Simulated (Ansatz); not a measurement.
# Y2Si3O: the cost of one run

Program: Ansatz 0.2.0. Level of theory: DFT PBE, scalar-relativistic, plane waves, PAW. These are calculated values, not measurements.

## 1. The structure to begin with

Symmetry: P-6m2, No. 187, hexagonal system. Conventional cell: a = 4.093 Å, b = 4.093 Å, c = 8.317 Å, α = 90.00°, β = 90.00°, γ = 120.00°. Y (site symmetry -6m2) has 6 Si at 2.51 Å as nearest neighbours. Y (site symmetry -6m2) is surrounded by 3 Si at 2.36 Å and 3 O at 2.36 Å. Si (site symmetry -6m2) is surrounded by 3 Y at 2.36 Å and 3 O at 2.36 Å. Around Si (site symmetry 3m) lie 1 Si at 1.71 Å. O (site symmetry -6m2) has 3 Y at 2.36 Å and 3 Si at 2.36 Å as nearest neighbours.

As a file:

```
CELL_PARAMETERS angstrom
4.09344 0.00000 0.00000
-2.04672 3.54502 0.00000
0.00000 0.00000 8.31656
ATOMIC_POSITIONS crystal
Y 0.00000 0.00000 0.00000
Y 0.66667 0.33333 0.50000
Si 0.33333 0.66667 0.50000
Si 0.66667 0.33333 0.89697
Si 0.66667 0.33333 0.10303
O 0.00000 0.00000 0.50000
```

Recipe of the guess: random cell by space group and Wyckoff sites (P-6m2, No. 187). Its size is a rough estimate.

## 2. Probe: one point on a coarse mesh

File input.yaml:

```yaml
crystal:
  lattice:
    - [4.09343671, 0.0, 0.0]
    - [-2.04671836, 3.54502018, 0.0]
    - [0.0, 0.0, 8.31656178]
  atoms:
    - { symbol: "Y", position: [0.0, 0.0, 0.0] }
    - { symbol: "Y", position: [0.66666667, 0.33333333, 0.5] }
    - { symbol: Si, position: [0.33333333, 0.66666667, 0.5] }
    - { symbol: Si, position: [0.66666667, 0.33333333, 0.89697261] }
    - { symbol: Si, position: [0.66666667, 0.33333333, 0.10302739] }
    - { symbol: O, position: [0.0, 0.0, 0.5] }
basis:
  ecutwfc: 420
kpoints:
  mp_grid: { grid: [6, 6, 2] }
hamiltonian:
  xc: pbe
scf:
  occupations: { method: gaussian, width: 0.1 }
  lower_state_search: "off"
output:
  forces: true
  stress: true
  eigenvalues: true
```

Started as:

```sh
ansatz run input.yaml --threads 1 --pin off --max-ram 2560MiB --backend cpu --events-out ev --progress --plain --runs-dir out
```

Q: Estimate wall time and peak memory on 1 thread of Intel Xeon Platinum 8488C (Sapphire Rapids), shared host.

About 2.5 s, with a peak of 0.4 GiB.
